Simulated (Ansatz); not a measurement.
# NiAsRh: the cost of one run

Computed with Ansatz 0.2.0 (DFT PBEsol, scalar-relativistic, plane waves, PAW, unless a step's input says otherwise).

2 further runs of the same task are left out: 2 set aside as unsound or not needed. Runs told in other sessions of the task aren't counted.

### 1 The starting structure

It takes space group P4/nmm (No. 129, tetragonal). Conventional cell: a = 3.558 Å, b = 3.558 Å, c = 6.103 Å, α = 90.00°, β = 90.00°, γ = 90.00°. Ni (site symmetry -4m2) has 4 As at 2.35 Å and 4 Ni at 2.52 Å in its first shell of neighbours. As (site symmetry 4mm) is surrounded by 4 Ni at 2.35 Å and 5 Rh at 2.36 to 2.60 Å. Rh (site symmetry 4mm) is surrounded by 5 As at 2.36 to 2.60 Å.

As a file:

```
Ni As Rh
1.0
     3.55802    0.00000    0.00000
     0.00000    3.55802    0.00000
     0.00000    0.00000    6.10311
Ni As Rh
2 2 2
Cartesian
  0.0000 0.0000 0.0000
  1.7790 1.7790 0.0000
  0.0000 1.7790 1.5359
  1.7790 0.0000 4.5672
  0.0000 1.7790 3.8957
  1.7790 0.0000 2.2074
```

This cell was relaxed beforehand with the same method: volume 12.88 Å³/atom, gap on the mesh none (metal).

### 2 Bands, states and charges

Input file input.yaml:

```yaml
crystal:
  lattice:
    - [3.5580168279, 0.0, 0.0]
    - [0.0, 3.5580168279, 0.0]
    - [0.0, 0.0, 6.1031097877]
  atoms:
    - { symbol: Ni, position: [0.0, 0.0, 0.0] }
    - { symbol: Ni, position: [0.5, 0.5, 0.0] }
    - { symbol: As, position: [0.0, 0.5, 0.2516557148] }
    - { symbol: As, position: [0.5, 0.0, 0.7483442852] }
    - { symbol: Rh, position: [0.0, 0.5, 0.6383079711] }
    - { symbol: Rh, position: [0.5, 0.0, 0.3616920289] }
basis:
  ecutwfc: 420
kpoints:
  mp_grid: { grid: [10, 10, 6] }
  band_path:
    path:
      - [[0.0, 0.0, 0.0], [0.0, 0.5, 0.0], [0.5, 0.5, 0.0], [0.0, 0.0, 0.0], [0.0, 0.0, 0.5], [0.0, 0.5, 0.5], [0.5, 0.5, 0.5], [0.0, 0.0, 0.5]]
      - [[0.0, 0.5, 0.0], [0.0, 0.5, 0.5]]
      - [[0.5, 0.5, 0.0], [0.5, 0.5, 0.5]]
    npoints: 14
hamiltonian:
  xc: pbesol
scf:
  occupations: { method: gaussian, width: 0.1 }
  n_extra_bands: 15
output:
  forces: true
  stress: true
  eigenvalues: true
  populations: true
  dos: { projected: true, de: 0.02, nscf_kmesh: { grid: [15, 15, 9] } }
  bader: true
  write_density: true
  write_potential: true
  elf: true
  volumetric_format: npy
```

Started as:

```bash
$ ansatz run input.yaml --threads 1 --pin off --max-ram 2560MiB --backend cpu --events-out ev --progress --plain --runs-dir out
```

What time and memory should one allow on 1 thread of Arm Neoverse V2, shared host?

About 2.2 min, with a peak of 0.78 GiB.
